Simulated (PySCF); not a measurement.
# B2F3H2N: the cost of one run

Computed with PySCF 2.14.0, with density-fitted response routines of our own, on a single molecule in the gas phase. Atoms are numbered from 0 throughout.

### Step 1. Starting geometry

8 atoms, charge 0, multiplicity 1; geometry from: GFN2-xTB.

Bonds of the start (Å): N0–B1 1.39, B1–F2 1.34, B1–B3 1.70, B3–F4 1.32, B3–F5 1.33, N0–H6 1.00, N0–H7 1.01.

### Step 2. Excited states and response: CAM-B3LYP/def2-SVPD

The job: settings as JSON, then the geometry in Å.

```
{"job": {"kind": "uv", "xc": "CAM-B3LYP", "basis": "def2-SVPD", "nstates": 8, "ntriplets": 3}, "charge": 0, "multiplicity": 1}
N     -1.340530    -0.057131     0.063242
B     -0.100302     0.561705     0.055161
F     -0.129291     1.898177     0.183184
B      1.342880    -0.318525    -0.105555
F      2.548339     0.161159    -0.345034
F      1.361161    -1.644429    -0.015181
H     -1.471587    -1.049735    -0.016881
H     -2.201613     0.458192     0.156499
```

With the program's defaults for keys left out, this is: TDDFT CAM-B3LYP/def2-SVPD, vertical, gas phase, core orbitals frozen in the response.

Launch:

```console
$ OMP_NUM_THREADS=1 python probes_run.py task.json out
```

This one command runs all jobs of the session in turn.

Q: Estimate the wall time and peak memory of this first job on 1 thread of Arm Neoverse V2, shared host.

About 14 s, with a peak of 0.58 GiB.
